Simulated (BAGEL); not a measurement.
# GeSiH5 (SMILES [SiH2][GeH3]): ROHF/6-31G(d) (density fitting with qzvpp-jkfit, spherical functions)

Aim: the vertical doublet–quartet gap of GeSiH5 at ROHF/6-31G* (density fitting with qzvpp-jkfit, spherical functions), from 2 runs. 

The results are computed with BAGEL 1.2.2.

2 further runs of the same task are left out: 2 set aside as unsound or not needed.

## Step 1: The system as given

The species is GeSiH5 (7 atoms), meant as a doublet with charge 0. SMILES: `[SiH2][GeH3]`. Geometry: relaxed at PBE0-D4/def2-TZVP.

Bond lengths: Si1–Ge2 2.370 Å, Si1–H3 1.489 Å, Si1–H4 1.489 Å, Ge2–H5 1.537 Å, Ge2–H6 1.541 Å, Ge2–H7 1.537 Å. Angles: Si1–Ge2–H5 109.6°, Si1–Ge2–H6 112.0°, Si1–Ge2–H7 109.7°, Ge2–Si1–H3 113.4°, Ge2–Si1–H4 113.3°, H5–Ge2–H6 108.4°, H5–Ge2–H7 108.7°, H6–Ge2–H7 108.4°, H3–Si1–H4 109.6°.

## Step 2: The energy at ROHF/6-31G(d) (density fitting with qzvpp-jkfit, spherical functions)

Input file input.json:

```json
{ "bagel": [

{
  "title": "molecule",
  "basis": "6-31gs.json",
  "df_basis": "qzvpp-jkfit",
  "angstrom": true,
  "geometry": [
    { "atom": "Si", "xyz": [   -0.094700,   -1.423600,   -0.163400 ] },
    { "atom": "Ge", "xyz": [    0.288700,    0.914700,   -0.097700 ] },
    { "atom": "H", "xyz": [    0.173200,   -2.103400,    1.133900 ] },
    { "atom": "H", "xyz": [   -1.456400,   -1.784700,   -0.645400 ] },
    { "atom": "H", "xyz": [    0.037100,    1.517100,   -1.489000 ] },
    { "atom": "H", "xyz": [   -0.633800,    1.622900,    0.913200 ] },
    { "atom": "H", "xyz": [    1.746900,    1.189100,    0.302700 ] }
  ]
},
{ "title": "rohf", "nopen": 1 },
{ "title": "print", "file": "orbitals.molden", "orbitals": true }

]}
```

The basis set 6-31G* is read from a file made from the Basis Set Exchange's data (not shown).

On the command line:

```sh
BAGEL_NUM_THREADS=1 BAGEL input.json > input.out
```

Output:

```text
* using 1 threads per process

  ===============================================================
  ===============================================================

  *** Geometry ***

  { "atom" : "Si", "xyz" : [     -0.178957,     -2.690214,     -0.308781 ] },
  { "atom" : "Ge", "xyz" : [      0.545564,      1.728532,     -0.184626 ] },
  { "atom" : "H", "xyz" : [      0.327301,     -3.974850,      2.142760 ] },
  { "atom" : "H", "xyz" : [     -2.752197,     -3.372594,     -1.219629 ] },
  { "atom" : "H", "xyz" : [      0.070109,      2.866904,     -2.813802 ] },
  { "atom" : "H", "xyz" : [     -1.197708,      3.066837,      1.725698 ] },
  { "atom" : "H", "xyz" : [      3.301163,      2.247073,      0.572020 ] },

  Number of auxiliary basis functions:      484

  Since a DF basis is specified, we compute 2- and 3-index integrals:
    o Being stored without compression. Storage requirement is 0.014 GB

  Number of basis functions:       60
  Number of electrons      :       51

    * METHOD: MOLECULE                             0.23

  *** Open-shell HF ***

  === Nuclear Repulsion ===
   161.8738422395

      * DIIS with orbital gradients will be used.

  === ROHF iteration (6-31gs.json) ===
      0      -2366.80568614          0.01501574           0.10
      1      -2366.84205595          0.00487192           0.09
      2      -2366.84631473          0.00186141           0.10
      3      -2366.84720399          0.00087011           0.10
      4      -2366.84739883          0.00031915           0.09
      5      -2366.84744812          0.00010254           0.10
      6      -2366.84747412          0.00002442           0.10
      7      -2366.84748416          0.00001021           0.10
      8      -2366.84748552          0.00000293           0.10
      9      -2366.84748631          0.00000125           0.10
     10      -2366.84748646          0.00000065           0.10
     11      -2366.84748645          0.00000015           0.10
     12      -2366.84748646          0.00000004           0.09
     13      -2366.84748647          0.00000002           0.10
     14      -2366.84748646          0.00000001           0.10
    * SCF iteration converged.

    * S^2 (ROHF) is 0.7500

    * Permanent dipole moment:
           (   -0.040520,    -0.013743,     0.033829) a.u.

    * METHOD: ROHF                                 1.63

    * METHOD: PRINT                                0.01

  ===============================================================
```

Run time: 2 s. Hardware: 1 thread of Arm Neoverse V1, shared host; peak memory 0.094 GiB.

## Step 3: The quartet

Input file job.json:

```json
{ "bagel": [

{
  "title": "molecule",
  "basis": "6-31gs.json",
  "df_basis": "qzvpp-jkfit",
  "angstrom": "true",
  "geometry": [
    { "atom": "Si", "xyz": [      -0.094700,      -1.423600,      -0.163400 ] },
    { "atom": "Ge", "xyz": [       0.288700,       0.914700,      -0.097700 ] },
    { "atom": "H", "xyz": [       0.173200,      -2.103400,       1.133900 ] },
    { "atom": "H", "xyz": [      -1.456400,      -1.784700,      -0.645400 ] },
    { "atom": "H", "xyz": [       0.037100,       1.517100,      -1.489000 ] },
    { "atom": "H", "xyz": [      -0.633800,       1.622900,       0.913200 ] },
    { "atom": "H", "xyz": [       1.746900,       1.189100,       0.302700 ] }
  ]
},

{ "title": "rohf", "nopen": 3 },

{ "title": "print", "file": "orbitals.molden", "orbitals": "true" }

]}
```

The basis set 6-31G* is read from a file made from the Basis Set Exchange's data (not shown).

On the command line:

```sh
BAGEL_NUM_THREADS=1 BAGEL job.json > job.out
```

Output:

```text
* using 1 threads per process

  ===============================================================
  ===============================================================

  *** Geometry ***

  { "atom" : "Si", "xyz" : [     -0.178957,     -2.690214,     -0.308781 ] },
  { "atom" : "Ge", "xyz" : [      0.545564,      1.728532,     -0.184626 ] },
  { "atom" : "H", "xyz" : [      0.327301,     -3.974850,      2.142760 ] },
  { "atom" : "H", "xyz" : [     -2.752197,     -3.372594,     -1.219629 ] },
  { "atom" : "H", "xyz" : [      0.070109,      2.866904,     -2.813802 ] },
  { "atom" : "H", "xyz" : [     -1.197708,      3.066837,      1.725698 ] },
  { "atom" : "H", "xyz" : [      3.301163,      2.247073,      0.572020 ] },

  Number of auxiliary basis functions:      484

  Since a DF basis is specified, we compute 2- and 3-index integrals:
    o Being stored without compression. Storage requirement is 0.014 GB

  Number of basis functions:       60
  Number of electrons      :       51

    * METHOD: MOLECULE                             0.23

  *** Open-shell HF ***

  === Nuclear Repulsion ===
   161.8738422395

      * DIIS with orbital gradients will be used.

  === ROHF iteration (6-31gs.json) ===
      0      -2366.52244400          0.01484894           0.10
      1      -2366.57156099          0.00705006           0.10
      2      -2366.57965638          0.00285838           0.10
      3      -2366.58188527          0.00188480           0.10
      4      -2366.58276478          0.00065356           0.10
      5      -2366.58298063          0.00019828           0.10
      6      -2366.58305604          0.00006877           0.10
      7      -2366.58307155          0.00004650           0.10
      8      -2366.58308084          0.00002914           0.10
      9      -2366.58308318          0.00002290           0.10
     10      -2366.58308567          0.00001720           0.10
     11      -2366.58308724          0.00001232           0.10
     12      -2366.58308637          0.00001152           0.10
     13      -2366.58308600          0.00001158           0.10
     14      -2366.58308578          0.00001150           0.10
     15      -2366.58308537          0.00001125           0.10
     16      -2366.58308511          0.00001106           0.10
     17      -2366.58308438          0.00001013           0.10
     18      -2366.58308314          0.00000884           0.09
     19      -2366.58308190          0.00000869           0.09
     20      -2366.58308149          0.00000851           0.10
     21      -2366.58308093          0.00000780           0.09
     22      -2366.58307982          0.00000612           0.10
     23      -2366.58307880          0.00000402           0.10
     24      -2366.58307894          0.00000245           0.10
     25      -2366.58307877          0.00000171           0.09
     26      -2366.58307894          0.00000100           0.10
     27      -2366.58307896          0.00000061           0.09
     28      -2366.58307901          0.00000042           0.09
     29      -2366.58307903          0.00000029           0.09
     30      -2366.58307904          0.00000018           0.09
     31      -2366.58307905          0.00000013           0.09
     32      -2366.58307905          0.00000009           0.09
     33      -2366.58307905          0.00000007           0.09
     34      -2366.58307906          0.00000005           0.09
     35      -2366.58307906          0.00000004           0.09
     36      -2366.58307906          0.00000003           0.09
     37      -2366.58307906          0.00000002           0.09
     38      -2366.58307906          0.00000001           0.09
     39      -2366.58307906          0.00000001           0.09
    * SCF iteration converged.

    * S^2 (ROHF) is 3.7500

    * Permanent dipole moment:
           (    0.040264,     0.308026,     0.016931) a.u.

    * METHOD: ROHF                                 3.99

    * METHOD: PRINT                                0.01

  ===============================================================
```

Wall time 4.5 s (1 thread of Arm Neoverse V1, shared host); peak memory 0.094 GiB.

## Step 4: Summary of results

At ROHF/6-31G* (density fitting with qzvpp-jkfit, spherical functions):

| quantity | value |
| --- | --- |
| doublet: total energy | -2366.84749 Eh |
| doublet: dipole moment | 0.14 D |
| doublet: ⟨S²⟩ | 0.750 |
| quartet: total energy | -2366.58308 Eh |
| quartet: dipole moment | 0.79 D |
| quartet: ⟨S²⟩ | 3.750 |
| vertical energy of the quartet above the doublet | 7.195 eV |

At this shape the quartet lies 7.19 eV (166 kcal/mol) above the doublet.
